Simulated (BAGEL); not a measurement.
# HF/6-31G(d) (density fitting with qzvpp-jkfit, spherical functions) run of AlNH2Cl2 (SMILES [NH2][Al]([Cl])[Cl])

Aim: the vertical singlet–triplet gap of AlNH2Cl2 at HF/6-31G* (density fitting with qzvpp-jkfit, spherical functions), from 2 runs. 

The results are computed with BAGEL 1.2.2.

1 further run of the same task is left out (it didn't finish). Runs told in other sessions of the task aren't counted.

### 1 Starting point

AlNH2Cl2: 6 atoms, total charge 0, spin state singlet. As SMILES, `[NH2][Al]([Cl])[Cl]`. Geometry: relaxed at PBE0-D4/def2-TZVP.

Bond lengths: N1–Al2 1.747 Å, Al2–Cl3 2.082 Å, Al2–Cl4 2.082 Å, N1–H5 1.006 Å, N1–H6 1.006 Å. Angles: N1–Al2–Cl3 120.1°, N1–Al2–Cl4 120.1°, Cl3–Al2–Cl4 119.9°, Al2–N1–H5 124.4°, Al2–N1–H6 124.4°, H5–N1–H6 111.2°.

### 2 The energy at HF/6-31G(d) (density fitting with qzvpp-jkfit, spherical functions)

The input, input.json:

```json
{ "bagel" : [

{
  "title" : "molecule",
  "basis" : "6-31gs.json",
  "df_basis" : "qzvpp-jkfit",
  "angstrom" : "true",
  "geometry" : [
    { "atom" : "N", "xyz" : [      -0.150800,       1.005400,      -0.089000 ] },
    { "atom" : "Al", "xyz" : [       0.116500,      -0.715300,       0.048700 ] },
    { "atom" : "Cl", "xyz" : [       1.566400,      -1.444300,       1.352800 ] },
    { "atom" : "Cl", "xyz" : [      -1.014300,      -2.040600,      -1.091200 ] },
    { "atom" : "H", "xyz" : [       0.356900,       1.702800,       0.429400 ] },
    { "atom" : "H", "xyz" : [      -0.832500,       1.427900,      -0.697000 ] }
  ]
},

{ "title" : "hf" },

{ "title" : "print", "file" : "orbitals.molden", "orbitals" : "true" }

]}
```

The basis set 6-31G* is read from a file made from the Basis Set Exchange's data (not shown).

On the command line:

```
$ BAGEL_NUM_THREADS=1 BAGEL input.json > input.out
```

Output:

```text
* using 1 threads per process

  ===============================================================
  ===============================================================

  *** Geometry ***

  { "atom" : "N", "xyz" : [     -0.284971,      1.899931,     -0.168186 ] },
  { "atom" : "Al", "xyz" : [      0.220153,     -1.351721,      0.092030 ] },
  { "atom" : "Cl", "xyz" : [      2.960067,     -2.729331,      2.556422 ] },
  { "atom" : "Cl", "xyz" : [     -1.916749,     -3.856175,     -2.062069 ] },
  { "atom" : "H", "xyz" : [      0.674443,      3.217826,      0.811448 ] },
  { "atom" : "H", "xyz" : [     -1.573197,      2.698340,     -1.317139 ] },

  Number of auxiliary basis functions:      497

  Since a DF basis is specified, we compute 2- and 3-index integrals:
    o Being stored without compression. Storage requirement is 0.021 GB

  Number of basis functions:       72
  Number of electrons      :       56

    * METHOD: MOLECULE                             0.20

  *** RHF ***

  === Nuclear Repulsion ===
   242.9103526874

      * DIIS with orbital gradients will be used.

  === RHF iteration (6-31gs.json) ===
      0      -1216.49306814          0.01965856           0.06
      1      -1216.61697025          0.01152782           0.06
      2      -1216.66706230          0.00115724           0.06
      3      -1216.66792007          0.00027460           0.06
      4      -1216.66798498          0.00006686           0.06
      5      -1216.66798893          0.00001999           0.06
      6      -1216.66798936          0.00000663           0.06
      7      -1216.66798941          0.00000177           0.06
      8      -1216.66798942          0.00000043           0.06
      9      -1216.66798942          0.00000021           0.06
     10      -1216.66798942          0.00000005           0.06
     11      -1216.66798942          0.00000001           0.06
     12      -1216.66798942          0.00000000           0.06
    * SCF iteration converged.

    * Permanent dipole moment:
           (    0.169542,    -1.091769,     0.087151) a.u.

    * METHOD: HF                                   0.90

    * METHOD: PRINT                                0.01

  ===============================================================
```

It took 1.2 s on 1 thread of Arm Neoverse V2, shared host; peak memory 0.11 GiB.

### 3 The triplet at the same level

The input, job.json:

```json
{ "bagel": [

{
  "title": "molecule",
  "basis": "6-31gs.json",
  "df_basis": "qzvpp-jkfit",
  "angstrom": "true",
  "geometry": [
    { "atom": "N", "xyz": [   -0.150800,    1.005400,   -0.089000 ] },
    { "atom": "Al", "xyz": [    0.116500,   -0.715300,    0.048700 ] },
    { "atom": "Cl", "xyz": [    1.566400,   -1.444300,    1.352800 ] },
    { "atom": "Cl", "xyz": [   -1.014300,   -2.040600,   -1.091200 ] },
    { "atom": "H", "xyz": [    0.356900,    1.702800,    0.429400 ] },
    { "atom": "H", "xyz": [   -0.832500,    1.427900,   -0.697000 ] }
  ]
},
{
  "title": "uhf",
  "nopen": 2
},
{
  "title": "print",
  "file": "orbitals.molden",
  "orbitals": "true"
}

]}
```

The basis set 6-31G* is read from a file made from the Basis Set Exchange's data (not shown).

On the command line:

```
$ BAGEL_NUM_THREADS=1 BAGEL job.json > job.out
```

Output:

```text
* using 1 threads per process

  ===============================================================
  ===============================================================

  *** Geometry ***

  { "atom" : "N", "xyz" : [     -0.284971,      1.899931,     -0.168186 ] },
  { "atom" : "Al", "xyz" : [      0.220153,     -1.351721,      0.092030 ] },
  { "atom" : "Cl", "xyz" : [      2.960067,     -2.729331,      2.556422 ] },
  { "atom" : "Cl", "xyz" : [     -1.916749,     -3.856175,     -2.062069 ] },
  { "atom" : "H", "xyz" : [      0.674443,      3.217826,      0.811448 ] },
  { "atom" : "H", "xyz" : [     -1.573197,      2.698340,     -1.317139 ] },

  Number of auxiliary basis functions:      497

  Since a DF basis is specified, we compute 2- and 3-index integrals:
    o Being stored without compression. Storage requirement is 0.021 GB

  Number of basis functions:       72
  Number of electrons      :       56

    * METHOD: MOLECULE                             0.20

  *** Open-shell HF ***

  === Nuclear Repulsion ===
   242.9103526874

      * DIIS with orbital gradients will be used.

  === UHF iteration (6-31gs.json) ===
      0      -1216.34175534          0.02319036           0.12
      1      -1216.44818699          0.00924343           0.12
      2      -1216.46699307          0.00377307           0.12
      3      -1216.47054726          0.00098842           0.12
      4      -1216.47202168          0.00033038           0.13
      5      -1216.47220116          0.00016747           0.12
      6      -1216.47228308          0.00007114           0.12
      7      -1216.47230277          0.00003697           0.12
      8      -1216.47230644          0.00001126           0.12
      9      -1216.47230700          0.00000517           0.12
     10      -1216.47230716          0.00000209           0.12
     11      -1216.47230719          0.00000132           0.12
     12      -1216.47230720          0.00000110           0.13
     13      -1216.47230721          0.00000110           0.12
     14      -1216.47230721          0.00000111           0.13
     15      -1216.47230720          0.00000107           0.12
     16      -1216.47230720          0.00000102           0.12
     17      -1216.47230720          0.00000088           0.12
     18      -1216.47230719          0.00000048           0.12
     19      -1216.47230719          0.00000018           0.12
     20      -1216.47230719          0.00000008           0.12
     21      -1216.47230719          0.00000003           0.12
     22      -1216.47230719          0.00000001           0.12
     23      -1216.47230719          0.00000001           0.12
    * SCF iteration converged.

    * S^2 (UHF) is 2.0103

    * Permanent dipole moment:
           (    0.384292,    -2.467215,     0.196318) a.u.

    * METHOD: UHF                                  3.04

    * METHOD: PRINT                                0.01

  ===============================================================
```

Wall time 3.6 s (1 thread of Arm Neoverse V2, shared host); peak memory 0.11 GiB.

### 4 Outcome

Level: HF/6-31G* (density fitting with qzvpp-jkfit, spherical functions).

```
                                        quantity           value
                           singlet: total energy  -1216.66799 Eh
                          singlet: dipole moment          2.82 D
                            singlet: HOMO energy       -11.48 eV
                            singlet: LUMO energy         2.38 eV
                          singlet: HOMO–LUMO gap        13.86 eV
                           triplet: total energy  -1216.47231 Eh
                          triplet: dipole moment          6.37 D
                                   triplet: ⟨S²⟩           2.010
vertical energy of the triplet above the singlet        5.325 eV
```

In words: At this shape the triplet lies 5.32 eV (123 kcal/mol) above the singlet.
